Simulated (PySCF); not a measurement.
**[Dy(SH)4]−: shape, vibrations and bonding**

What shape and bonds does [Dy(SH)4]− have? It is relaxed from a template within its point group. It is a constructed species; whether it can be made isn't addressed.

The runs use PySCF 2.14.0; PBE0, Dy lcecp-1-SVP with ECP55, S def2-SVP, H def2-SVP; scalar-relativistic core potentials, no spin–orbit coupling.

1 further run of the same task is left out (for a known fault of the program).

## 1. Starting geometry

9 atoms, charge -1, spin multiplicity 1.

Bond lengths: Dy1–S2 2.705 Å, Dy1–S4 2.705 Å, Dy1–S6 2.705 Å, Dy1–S8 2.705 Å, S2–H3 1.341 Å, S4–H5 1.341 Å, S6–H7 1.341 Å, S8–H9 1.341 Å. Angles: S2–Dy1–S4 109.5°, S2–Dy1–S6 109.5°, S2–Dy1–S8 109.5°, S4–Dy1–S6 109.5°, S4–Dy1–S8 109.5°, S6–Dy1–S8 109.5°, Dy1–S2–H3 104.2°, Dy1–S4–H5 104.2°, Dy1–S6–H7 104.2°, Dy1–S8–H9 104.2°.

Coordinates:

```xyz
9

Dy    0.00000    0.00000    0.00000
S     1.56180    1.56180    1.56180
H     2.67160    0.83310    1.75230
S    -1.56180   -1.56180    1.56180
H    -2.67160   -0.83310    1.75230
S     1.56180   -1.56180   -1.56180
H     0.83310   -2.67160   -1.75230
S    -1.56180    1.56180   -1.56180
H    -0.83310    2.67160   -1.75230
```

Formal oxidation states: Dy +3. Each metal's 9 4f electrons lie in its core potential, so multiplicities, spins and levels count the valence alone.

## 2. SCF at the start, singlet

File run.py (the lines that set the calculation):

```python
mol = gto.M(atom='''
Dy     0.00000     0.00000     0.00000
S      1.56180     1.56180     1.56180
H      2.67160     0.83310     1.75230
S     -1.56180    -1.56180     1.56180
H     -2.67160    -0.83310     1.75230
S      1.56180    -1.56180    -1.56180
H      0.83310    -2.67160    -1.75230
S     -1.56180     1.56180    -1.56180
H     -0.83310     2.67160    -1.75230''',
    basis={'Dy': 'lcecp-1-SVP', 'S': 'def2-SVP', 'H': 'def2-SVP'},
    ecp={'Dy': 'lcecp-1-SVP'},
    charge=-1, spin=0)
mf = dft.RKS(mol, xc='PBE0')
mf.grids.atom_grid = (50, 194)  # f atoms: unpruned, at least (60, 302)
mf = mf.density_fit()  # fitting sets: Dy AutoAux, S def2-universal-JKFIT, H def2-universal-JKFIT
mf.conv_tol = 1e-08; mf.max_cycle = 55
mf.kernel(dm0)  # dm0: free metal ions and neutral atoms
```

Launch:

```
OMP_NUM_THREADS=2 python run.py
```

Log:

```text
init E= -1658.69094895921
  HOMO = -0.0409409186709144  LUMO = 0.0867714482502642  gap/eV = 3.47523
cycle= 1 E= -1631.13412464332  delta_E= 27.6  |g|= 1.41  |ddm|= 3.84
  HOMO = -0.183476075629452  LUMO = 0.106528848497705  gap/eV = 7.89144
cycle= 2 E= -1631.14651599136  delta_E= -0.0124  |g|= 1.02  |ddm|= 3.04
  HOMO = -0.0993047186505964  LUMO = 0.065913682276836  gap/eV = 4.49582
cycle= 3 E= -1631.44408179899  delta_E= -0.298  |g|= 0.319  |ddm|= 1.96
  HOMO = -0.0993518718787598  LUMO = 0.113400470294822  gap/eV = 5.78929
cycle= 4 E= -1631.48069282622  delta_E= -0.0366  |g|= 0.0639  |ddm|= 0.585
  HOMO = -0.107461086620646  LUMO = 0.099586212096703  gap/eV = 5.63404
cycle= 5 E= -1631.48222572912  delta_E= -0.00153  |g|= 0.0105  |ddm|= 0.128
  HOMO = -0.106485787393711  LUMO = 0.100496079575458  gap/eV = 5.63226
cycle= 6 E= -1631.48226289183  delta_E= -3.72e-05  |g|= 0.00258  |ddm|= 0.017
  HOMO = -0.106416814293911  LUMO = 0.100699399230882  gap/eV = 5.63592
cycle= 7 E= -1631.48226516544  delta_E= -2.27e-06  |g|= 0.000293  |ddm|= 0.00308
  HOMO = -0.106410961122729  LUMO = 0.100714636893875  gap/eV = 5.63617
cycle= 8 E= -1631.48226519478  delta_E= -2.93e-08  |g|= 9.48e-05  |ddm|= 0.000415
  HOMO = -0.106409551223514  LUMO = 0.100703486548606  gap/eV = 5.63583
cycle= 9 E= -1631.48226519848  delta_E= -3.7e-09  |g|= 1.56e-05  |ddm|= 0.000196
  HOMO = -0.106410270726309  LUMO = 0.100699026121521  gap/eV = 5.63573
Extra cycle  E= -1631.48226519846  delta_E= 1.98e-11  |g|= 1.84e-05  |ddm|= 5.31e-05
converged SCF energy = -1631.48226519846
```

It took 5.1 s on 2 threads of Arm Neoverse V2, shared host; peak memory 0.69 GiB.

It gives: E = -1631.482265 Eh, HOMO -2.90 eV, LUMO 2.74 eV, Mulliken charge on Dy1 +0.70 e. 

## 3. Relaxation, singlet

Steps are kept in the start's point group, S4.

Changes to run.py (the lines that set the calculation) since step 2:

```diff
@@ -17,2 +17,3 @@
 mf.conv_tol = 1e-08; mf.max_cycle = 55
-mf.kernel(dm0)  # dm0: free metal ions and neutral atoms
+mf.kernel(dm0)  # dm0: an SCF of this state at this start
+# quasi-Newton relaxation in Cartesian coordinates to a largest gradient under 0.00045 Eh/bohr, steps kept in the point group
```

Launch:

```
OMP_NUM_THREADS=2 python run.py
```

The driver keeps no SCF log for this step, only its results.

Run time: 81 s. Hardware: 2 threads of Arm Neoverse V2, shared host.

Step by step:

```csv
step,energy from step 1 (eV),largest force component (eV/Å)
1,0.0000,0.4123
2,-0.0588,0.1417
3,-0.1320,0.3859
4,-0.1609,0.3163
5,-0.1910,0.1403
6,-0.2022,0.0835
7,-0.2043,0.0391
8,-0.2049,0.0171
9,-0.2056,0.0226
10,-0.2063,0.0252
11,-0.2063,0.0121
12,-0.2064,0.0040
```

Close pairs (by a distance rule), those that changed most:

```csv
bond,before (Å),after (Å),change (Å)
Dy1–S2,2.705,2.653,-0.052
Dy1–S4,2.705,2.653,-0.052
Dy1–S6,2.705,2.653,-0.052
Dy1–S8,2.705,2.653,-0.052
S2–H3,1.341,1.355,+0.014
S4–H5,1.341,1.355,+0.014
S6–H7,1.341,1.355,+0.014
S8–H9,1.341,1.355,+0.014
```

It ends in S4 at E = -1631.489850 Eh.

```
Dy    0.00000    0.00000    0.00000
S     1.52452    1.66369    1.39591
H     2.44438    0.68186    1.55535
S    -1.52452   -1.66369    1.39591
H    -2.44438   -0.68186    1.55535
S     1.66369   -1.52452   -1.39591
H     0.68186   -2.44438   -1.55535
S    -1.66369    1.52452   -1.39591
H    -0.68186    2.44438   -1.55535
```

## 4. Frequencies and infrared intensities

File run.py (the lines that set the calculation):

```python
mol = gto.M(atom='''
Dy     0.00000     0.00000     0.00000
S      1.52452     1.66369     1.39591
H      2.44438     0.68186     1.55535
S     -1.52452    -1.66369     1.39591
H     -2.44438    -0.68186     1.55535
S      1.66369    -1.52452    -1.39591
H      0.68186    -2.44438    -1.55535
S     -1.66369     1.52452    -1.39591
H     -0.68186     2.44438    -1.55535''',
    basis={'Dy': 'lcecp-1-SVP', 'S': 'def2-SVP', 'H': 'def2-SVP'},
    ecp={'Dy': 'lcecp-1-SVP'},
    charge=-1, spin=0)
mf = dft.RKS(mol, xc='PBE0')
mf.grids.atom_grid = (50, 194)  # f atoms: unpruned, at least (60, 302)
mf = mf.density_fit()  # fitting sets: Dy AutoAux, S def2-universal-JKFIT, H def2-universal-JKFIT
mf.conv_tol = 1e-10; mf.max_cycle = 55
mf.kernel(dm0)  # dm0: the density of the relaxed state
# Hessian and dipole derivatives by central differences of gradients, 0.02 bohr
```

Launch:

```
OMP_NUM_THREADS=2 python run.py
```

The driver keeps no SCF log for this step, only its results.

Wall time 2.9 min (2 threads of Arm Neoverse V2, shared host).

Point group S4; negative numbers are unstable modes, and those under 60 cm⁻¹ are near the numerical noise:

```csv
cm⁻¹,km/mol
-118,0.0
-40,5.9
59,2.9
59,3.7
66,5.5
72,0.0
75,12.8
78,12.1
128,31.4
260,0.0
269,55.6
269,55.6
271,41.9
378,0.0
401,36.5
401,36.5
412,22.9
2684,0.0
2684,13.0
2685,13.0
2685,0.4
```

## 5. Displaced along the imaginary mode

Steps are kept in the start's point group, S4.

File run.py (the lines that set the calculation):

```python
mol = gto.M(atom='''
Dy     0.00000     0.00000     0.00007
S      1.52745     1.66531     1.39218
H      2.54364     0.73809     1.33290
S     -1.52745    -1.66531     1.39218
H     -2.54364    -0.73809     1.33290
S      1.66539    -1.52724    -1.39221
H      0.73669    -2.54096    -1.33798
S     -1.66539     1.52724    -1.39221
H     -0.73669     2.54096    -1.33798''',
    basis={'Dy': 'lcecp-1-SVP', 'S': 'def2-SVP', 'H': 'def2-SVP'},
    ecp={'Dy': 'lcecp-1-SVP'},
    charge=-1, spin=0)
mf = dft.RKS(mol, xc='PBE0')
mf.grids.atom_grid = (50, 194)  # f atoms: unpruned, at least (60, 302)
mf = mf.density_fit()  # fitting sets: Dy AutoAux, S def2-universal-JKFIT, H def2-universal-JKFIT
mf.conv_tol = 1e-08; mf.max_cycle = 55
mf.kernel(dm0)  # dm0: an SCF of this state at this start
# quasi-Newton relaxation in Cartesian coordinates to a largest gradient under 0.00045 Eh/bohr, steps kept in the point group
```

Launch:

```
OMP_NUM_THREADS=2 python run.py
```

The driver keeps no SCF log for this step, only its results.

Run time: 39 s. Hardware: 2 threads of Arm Neoverse V2, shared host.

Along the way:

```csv
step,energy from step 1 (eV),largest force component (eV/Å)
1,0.0000,0.4030
2,-0.0231,0.0571
3,-0.0238,0.0079
4,-0.0241,0.0164
5,-0.0283,0.1685
6,-0.0283,0.0205
```

Close pairs (by a distance rule), those that changed most:

```csv
bond,before (Å),after (Å),change (Å)
S2–H3,1.377,1.354,-0.022
S4–H5,1.377,1.354,-0.022
S6–H7,1.376,1.354,-0.022
S8–H9,1.376,1.354,-0.022
Dy1–S6,2.654,2.653,-0.001
Dy1–S8,2.654,2.653,-0.001
Dy1–S2,2.654,2.653,-0.001
Dy1–S4,2.654,2.653,-0.001
```

It ends in S4 at E = -1631.490136 Eh.

```xyz
9
charge -1, multiplicity 1
Dy    0.0000    0.0000    0.0000
S     1.5576    1.6459    1.3801
H     2.5852    0.7813    1.2038
S    -1.5576   -1.6459    1.3801
H    -2.5852   -0.7813    1.2038
S     1.6464   -1.5569   -1.3802
H     0.7804   -2.5832   -1.2087
S    -1.6464    1.5569   -1.3802
H    -0.7804    2.5832   -1.2087
```

## 6. The relaxed geometry turned into its symmetry frame

File run.py (the lines that set the calculation):

```python
mol = gto.M(atom='''
Dy     0.00000     0.00000     0.00006
S      1.55759     1.64587     1.38016
H      2.58520     0.78134     1.20389
S     -1.55759    -1.64587     1.38016
H     -2.58520    -0.78134     1.20389
S      1.64636    -1.55691    -1.38018
H      0.78040    -2.58321    -1.20867
S     -1.64636     1.55691    -1.38018
H     -0.78040     2.58321    -1.20867''',
    basis={'Dy': 'lcecp-1-SVP', 'S': 'def2-SVP', 'H': 'def2-SVP'},
    ecp={'Dy': 'lcecp-1-SVP'},
    charge=-1, spin=0)
mf = dft.RKS(mol, xc='PBE0')
mf.grids.atom_grid = (50, 194)  # f atoms: unpruned, at least (60, 302)
mf = mf.density_fit()  # fitting sets: Dy AutoAux, S def2-universal-JKFIT, H def2-universal-JKFIT
mf.conv_tol = 1e-08; mf.max_cycle = 55
mf.kernel(dm0)  # dm0: free metal ions and neutral atoms
```

Launch:

```
OMP_NUM_THREADS=2 python run.py
```

Log:

```text
init E= -1658.73192791707
  HOMO = -0.0428611844012351  LUMO = 0.104519959023251  gap/eV = 4.01045
cycle= 1 E= -1631.14377097431  delta_E= 27.6  |g|= 1.41  |ddm|= 3.87
  HOMO = -0.18588218353397  LUMO = 0.103543135123807  gap/eV = 7.87566
cycle= 2 E= -1631.14812001509  delta_E= -0.00435  |g|= 1.03  |ddm|= 3.08
  HOMO = -0.105526035256025  LUMO = 0.081555321873208  gap/eV = 5.09074
cycle= 3 E= -1631.45112296345  delta_E= -0.303  |g|= 0.327  |ddm|= 1.99
  HOMO = -0.103506563274801  LUMO = 0.116932510978405  gap/eV = 5.99845
cycle= 4 E= -1631.48871857384  delta_E= -0.0376  |g|= 0.0619  |ddm|= 0.587
  HOMO = -0.111643086268361  LUMO = 0.112316567410166  gap/eV = 6.09425
cycle= 5 E= -1631.49010657368  delta_E= -0.00139  |g|= 0.00914  |ddm|= 0.121
  HOMO = -0.110768137653971  LUMO = 0.112715588318656  gap/eV = 6.08130
cycle= 6 E= -1631.4901340303  delta_E= -2.75e-05  |g|= 0.0025  |ddm|= 0.0154
  HOMO = -0.110714693426487  LUMO = 0.112763101669587  gap/eV = 6.08114
cycle= 7 E= -1631.4901361739  delta_E= -2.14e-06  |g|= 0.000241  |ddm|= 0.00307
  HOMO = -0.110706215536265  LUMO = 0.112770603254413  gap/eV = 6.08111
cycle= 8 E= -1631.49013619443  delta_E= -2.05e-08  |g|= 7.76e-05  |ddm|= 0.000364
  HOMO = -0.110704924661357  LUMO = 0.112771131175001  gap/eV = 6.08109
cycle= 9 E= -1631.49013619677  delta_E= -2.34e-09  |g|= 1.26e-05  |ddm|= 0.000159
  HOMO = -0.110705657978606  LUMO = 0.112769837628772  gap/eV = 6.08108
Extra cycle  E= -1631.49013619674  delta_E= 2.5e-11  |g|= 1.55e-05  |ddm|= 4.42e-05
converged SCF energy = -1631.49013619674
```

Run time: 3.7 s. Hardware: 2 threads of Arm Neoverse V2, shared host.

Result: E = -1631.490136 Eh, HOMO -3.01 eV, LUMO 3.07 eV, Mulliken charge on Dy1 +0.60 e. 

## 7. Harmonic vibrations

Changes to run.py (the lines that set the calculation) since step 6:

```diff
@@ -16,3 +16,4 @@
 mf = mf.density_fit()  # fitting sets: Dy AutoAux, S def2-universal-JKFIT, H def2-universal-JKFIT
-mf.conv_tol = 1e-08; mf.max_cycle = 55
-mf.kernel(dm0)  # dm0: free metal ions and neutral atoms
+mf.conv_tol = 1e-10; mf.max_cycle = 55
+mf.kernel(dm0)  # dm0: the density of the relaxed state
+# Hessian and dipole derivatives by central differences of gradients, 0.02 bohr
```

Launch:

```
OMP_NUM_THREADS=2 python run.py
```

No log is kept here; the results follow.

It took 3 min on 2 threads of Arm Neoverse V2, shared host.

Point group S4; negative numbers are unstable modes, and those under 60 cm⁻¹ are near the numerical noise:

```csv
cm⁻¹,km/mol
-76,0.2
49,1.5
62,0.0
66,8.9
68,8.6
72,5.6
98,5.7
113,5.6
145,28.2
259,0.0
267,37.4
270,56.6
270,57.2
386,0.1
409,39.8
413,39.3
428,22.3
2689,0.3
2689,9.4
2694,0.3
2694,9.4
```

## 8. Properties on a finer grid

File run.py (the lines that set the calculation):

```python
mol = gto.M(atom='''
Dy     0.00000     0.00000     0.00000
S      1.55759     1.64587     1.38009
H      2.58520     0.78134     1.20382
S     -1.55759    -1.64587     1.38009
H     -2.58520    -0.78134     1.20382
S      1.64636    -1.55691    -1.38025
H      0.78040    -2.58321    -1.20874
S     -1.64636     1.55691    -1.38025
H     -0.78040     2.58321    -1.20874''',
    basis={'Dy': 'lcecp-1-SVP', 'S': 'def2-SVP', 'H': 'def2-SVP'},
    ecp={'Dy': 'lcecp-1-SVP'},
    charge=-1, spin=0)
mf = dft.RKS(mol, xc='PBE0')
mf.grids.atom_grid = (75, 302)  # f atoms: unpruned, at least (60, 302)
mf = mf.density_fit()  # fitting sets: Dy AutoAux, S def2-universal-JKFIT, H def2-universal-JKFIT
mf.conv_tol = 1e-09; mf.max_cycle = 55
mf.kernel(dm0)  # dm0: the density of the relaxed state
```

Launch:

```
OMP_NUM_THREADS=2 python run.py
```

Log:

```text
init E= -1631.49014083812
  HOMO = -0.110705147852906  LUMO = 0.112775276667047  gap/eV = 6.08121
cycle= 1 E= -1631.49014083933  delta_E= -1.21e-09  |g|= 2.9e-05  |ddm|= 0.00019
  HOMO = -0.110706378694589  LUMO = 0.112773198277111  gap/eV = 6.08119
cycle= 2 E= -1631.4901408391  delta_E= 2.36e-10  |g|= 3.85e-05  |ddm|= 0.000105
  HOMO = -0.110705927047477  LUMO = 0.112774483299093  gap/eV = 6.08121
cycle= 3 E= -1631.49014083966  delta_E= -5.61e-10  |g|= 3.67e-06  |ddm|= 6.48e-05
  HOMO = -0.11070551201406  LUMO = 0.112774432068558  gap/eV = 6.08120
Extra cycle  E= -1631.49014083965  delta_E= 9.55e-12  |g|= 4.29e-06  |ddm|= 1.16e-05
converged SCF energy = -1631.49014083965
```

It took 33 s on 2 threads of Arm Neoverse V2, shared host.

Result: E = -1631.490141 Eh, HOMO -3.01 eV, LUMO 3.07 eV, Mulliken charge on Dy1 +0.60 e, largest force component 0.019 eV/Å. 

Löwdin charges:

```csv
atom,value (e)
Dy1,-0.54
S2,-0.12
H3,0.01
S4,-0.12
H5,0.01
S6,-0.12
H7,0.00
S8,-0.12
H9,0.00
```

Mulliken charges: Dy1 +0.60, S2 -0.49, H3 +0.08, S4 -0.49, H5 +0.08, S6 -0.49, H7 +0.08, S8 -0.49, H9 +0.08 e.

Contacts (the nearest donor of each ligand) and Mayer bond orders:

```csv
contact,distance (Å),bond order
Dy1–S2 (SH),2.653,1.00
Dy1–S4 (SH),2.653,1.00
Dy1–S6 (SH),2.653,1.00
Dy1–S8 (SH),2.653,1.00
```

Mulliken populations of Dy1 outside the core potential: s 2.42, p 6.48, d 1.47, f 0.03.

Orbitals, density, ELF and potential are computed afterwards from the orbital file.

Frontier orbitals at PBE0, with the share of their density that lies nearest to each atom:

```csv
orbital,energy (eV),lies on
HOMO-1,-3.01,"S2, S4 about 26 % each; S6, S8 about 17 % each"
HOMO,-3.01,"S6, S8 about 26 % each; S2, S4 about 18 % each"
LUMO,3.07,4 H atoms about 13 % each; 4 S atoms about 10 % each; Dy1 9 %
```

ELF in a plane through or near 4 of the atoms.

Ten even steps from '0' (0.00) to '9' (0.99):
```
0000000000000000000000000000
0000000000000000000000000000
0000000000000000000000000000
0000000000000000000000000000
0000001322100000000000000000
0000256776310000000000000000
0000478988753100000000000000
0001478553586200000011100000
0000257342586100012499850000
0001699976863001345899982000
0002899985421003676899951000
0000599842100016854537520000
0000012000000026853458741000
0000000000000013578898741000
0000000000000000136776520000
0000000000000000012231100000
0000000000000000000000000000
0000000000000000000000000000
0000000000000000000000000000
0000000000000000000000000000
```
The map spans 10.6 Å across and 10.6 Å up, centred on the molecule. Atoms in the plane (x, y in Å): S2 (-2.0, 1.1), H3 (-2.7, 0.0), S4 (2.0, -1.1), H5 (2.7, 0.0).

On the surface of density 0.002 e/bohr³ the electrostatic potential runs, from the 1st to the 99th percentile, from -4.41 V near S8 to -1.82 V near Dy1.

## 9. Outcome

| quantity | value |
| --- | --- |
| state and point group | singlet in the valence, S4 |
| first geometry: modes | -118 to 2685 cm⁻¹, 2 unstable |
| first geometry: strongest infrared band (modes within 1.5 cm⁻¹ summed) | 269 cm⁻¹ (111 km/mol) |
| modes | -76 to 2694 cm⁻¹, 1 unstable |
| strongest infrared band (modes within 1.5 cm⁻¹ summed) | 270 cm⁻¹ (114 km/mol) |
| metal–ligand contacts | 2.65 Å |
| frontier levels | HOMO -3.01 eV, LUMO 3.07 eV |
| dipole about the centre of mass | 0.00 D |
| mean polarisability | 16.3 Å³ |

**Reading.** At the first geometry 2 modes are unstable, so this structure is a saddle point; the molecule was then pushed along the lowest one and relaxed again. At the final geometry 1 mode is unstable, so this structure is a saddle point. The metal carries -0.54 e by Löwdin's partition against a formal +3, and bond orders to the nearest donors reach 1.00. Both measures hang on the basis. Leaving the first, S4 structure gained 0.01 eV and gave S4. One start shape was tried, so another isomer may lie lower. These are double-zeta-type bases without diffuse functions. Spin–orbit coupling is left out.
